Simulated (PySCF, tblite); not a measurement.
# CH₇NO₄Si₂: geometry, infrared bands and NMR shifts

What infrared bands and NMR shifts should CH₇NO₄Si₂ (`O=CN[SiH2]O[SiH](O)O`) show?

The runs use tblite 0.8.0 and PySCF 2.14.0, with density-fitted response routines of our own; the level of theory stands in each step. All values are computed, except where a source is named. Atoms are numbered from 0 throughout.

## Step 1: The starting structure

15 atoms, charge 0, multiplicity 1; geometry from: force field or distance geometry start.

Bonds of the start (Å): O0–C1 1.22, C1–N2 1.35, N2–Si3 1.74, Si3–O4 1.64, O4–Si5 1.65, Si5–O6 1.65, Si5–O7 1.64, C1–H8 1.11, N2–H9 1.00, Si3–H10 1.49, Si3–H11 1.47, Si5–H12 1.49, O6–H13 0.98, O7–H14 0.97.

## Step 2: Geometry optimisation with GFN2-xTB

Job settings and geometry (Å):

```
{"job": {"kind": "relax", "xc": "GFN2-xTB", "basis": "xTB"}, "charge": 0, "multiplicity": 1}
O      1.430800    -1.535800    -0.022200
C      2.145600    -0.604700    -0.371000
N      1.963100     0.718500    -0.144600
Si     0.582700     1.340200     0.708800
O     -0.789600     0.832700    -0.031600
Si    -1.906100    -0.368500     0.106700
O     -1.289400    -1.768600    -0.507000
O     -3.242300     0.011500    -0.761900
H      3.092100    -0.795900    -0.914700
H      2.602400     1.410400    -0.482600
H      0.637400     0.882200     2.123100
H      0.681300     2.804000     0.664100
H     -2.275900    -0.551000     1.535600
H     -0.334600    -1.907800    -0.317600
H     -3.302000    -0.459100    -1.607100
```

The run is started by

```bash
> OMP_NUM_THREADS=1 python probes_run.py task.json out
```

One launch serves the whole session: the jobs run in the order shown.

**Question.** This job is followed by: GFN2-xTB harmonic vibrations, gas phase; GIAO PBE0/pcSseg-1 NMR shielding, non-relativistic, gas phase. Predict these results of the whole session: strongest single infrared mode (GFN2-xTB); zero-point energy (GFN2-xTB); ¹³C shifts against TMS (PBE0/pcSseg-1); ¹H shifts against TMS (PBE0/pcSseg-1, means over atoms taken as alike); ¹⁷O shifts against H2O (PBE0/pcSseg-1, means over atoms taken as alike); ¹⁵N shifts against NH3 (PBE0/pcSseg-1); ²⁹Si shifts against TMS (PBE0/pcSseg-1); surface potential, 1st and 99th percentile.

The runs gave:

| quantity | value |
| --- | --- |
| strongest single infrared mode (GFN2-xTB) | 1096 cm⁻¹, 555 km/mol |
| zero-point energy (GFN2-xTB) | 58.4 kcal/mol |
| ¹³C shifts against TMS (PBE0/pcSseg-1) | 171.0 ppm |
| ¹H shifts against TMS (PBE0/pcSseg-1, means over atoms taken as alike) | 8.46, 5.05, 5.03, 4.36, 3.84 ppm |
| ¹⁷O shifts against H2O (PBE0/pcSseg-1, means over atoms taken as alike) | 409.7, 96.2, 60.5 ppm |
| ¹⁵N shifts against NH3 (PBE0/pcSseg-1) | 149.3 ppm |
| ²⁹Si shifts against TMS (PBE0/pcSseg-1) | -54.4, -63.7 ppm |
| surface potential, 1st and 99th percentile | -1.61 V and 2.35 V |

**Reading.** Relaxing lowered the energy by 0.264 eV in 85 steps; the close pair that moved most is Si3–O4, from 1.640 to 1.591 Å. No mode is imaginary among the 39: a minimum at this level. The strongest single mode, at 1096 cm⁻¹, moves mainly O4. GFN2-xTB is a fitted tight-binding method: band positions and strengths are rough. Its intensities can rank the bands wrongly. At PBE0/pcSseg-1: The largest span, 661 ppm, is at O0, where the paramagnetic term is -478 ppm. At PBE0/pcSseg-1, counted by nearest atom on the grid, the HOMO lies on O0 69 %; H8 13 %, the LUMO on C1 36 %; O0 20 %.
